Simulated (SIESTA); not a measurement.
Input of a SIESTA 5.4.2 run:

File WCl4.fdf:

```
SystemName                      WCl4
SystemLabel                     WCl4
NumberOfSpecies                 2
NumberOfAtoms                   10
%block ChemicalSpeciesLabel
  1  74 W
  2  17 Cl
%endblock ChemicalSpeciesLabel

LatticeConstant                 1.0 Ang
%block LatticeVectors
     6.0929645468    -3.2334896550     0.0000000000
     6.0929645468     3.2334896550     0.0000000000
    -5.4183480280     0.0000000000     6.2724602900
%endblock LatticeVectors
AtomicCoordinatesFormat         Fractional
%block AtomicCoordinatesAndAtomicSpecies
     0.2105820000     0.7962260000     0.0041920000  1  W
     0.8062900000     0.1962560000     0.0021760000  1  W
     0.6822690000     0.6749840000     0.1555510000  2  Cl
     0.2222220000     0.2079770000     0.1852380000  2  Cl
     0.2558020000     0.7812440000     0.2950810000  2  Cl
     0.7835260000     0.2571020000     0.2917210000  2  Cl
     0.2185030000     0.7395620000     0.7039590000  2  Cl
     0.7502210000     0.2157610000     0.7110570000  2  Cl
     0.7911210000     0.7803500000     0.8168020000  2  Cl
     0.3292880000     0.3180900000     0.8492870000  2  Cl
%endblock AtomicCoordinatesAndAtomicSpecies

%block kgrid.MonkhorstPack
    5   0   0  0.0
    0   5   0  0.0
    0   0   5  0.0
%endblock kgrid.MonkhorstPack
XC.Functional                   GGA
XC.Authors                      PBEsol
PAO.BasisSize                   DZP
PAO.EnergyShift                 0.003 Ry
Mesh.Cutoff                     800 Ry
OccupationFunction              FD
ElectronicTemperature           0.05 eV
MaxSCFIterations                120
SCF.MustConverge                false
SCF.Mixer.Method                Pulay
SCF.Mixer.Weight                0.25
SCF.Mixer.History               8
SCF.DM.Tolerance                5.0e-05
SCF.H.Tolerance                 1.0e-03 eV
WriteForces                     true
Charge.Mulliken                 end
%block PAO.Basis
  W 5
  n=5 0 2
    3.045 0.000
  n=6 0 2
    7.595 0.000
  n=5 1 2
    3.655 0.000
  n=6 1 1
    7.595
  n=5 2 2
    6.615 0.000
%endblock PAO.Basis
```

Potentials or basis: PseudoDojo 0.4 standard (PBEsol files), DZP (energy shift 0.003 Ry; two zetas on semicore shells).

The run is started by

```console
$ siesta WCl4.fdf > WCl4.out 2>&1
```

**Question.** What does it give for the band gap on the k mesh?

**Answer.** 0.27 eV, indirect (least direct gap 0.37 eV).

**Question.** Predict the largest force.

**Answer.** 1.158 eV/Å.

**Question.** Predict the pressure.

**Answer.** -0.7 GPa.

Forces in eV/Å, atoms in the order of the input:
```
W   -0.350 -1.026 -0.408
W    0.017  1.126 -0.269
Cl  -0.072 -0.016 -0.012
Cl   0.121  0.130  0.174
Cl   0.094 -0.072 -0.055
Cl  -0.150 -0.070  0.330
Cl  -0.185 -0.058  0.190
Cl   0.033  0.005 -0.122
Cl   0.281 -0.042  0.128
Cl   0.209  0.023  0.042
```

Caveat: short orbitals over semicore shells can move pressures by several GPa; spin-orbit coupling is left out, which moves the levels of the heavy elements; an odd mesh through Γ misses points on the zone boundary, where band edges often lie; the basis of atomic orbitals isn't converged, which shifts pressures, moduli and gaps.
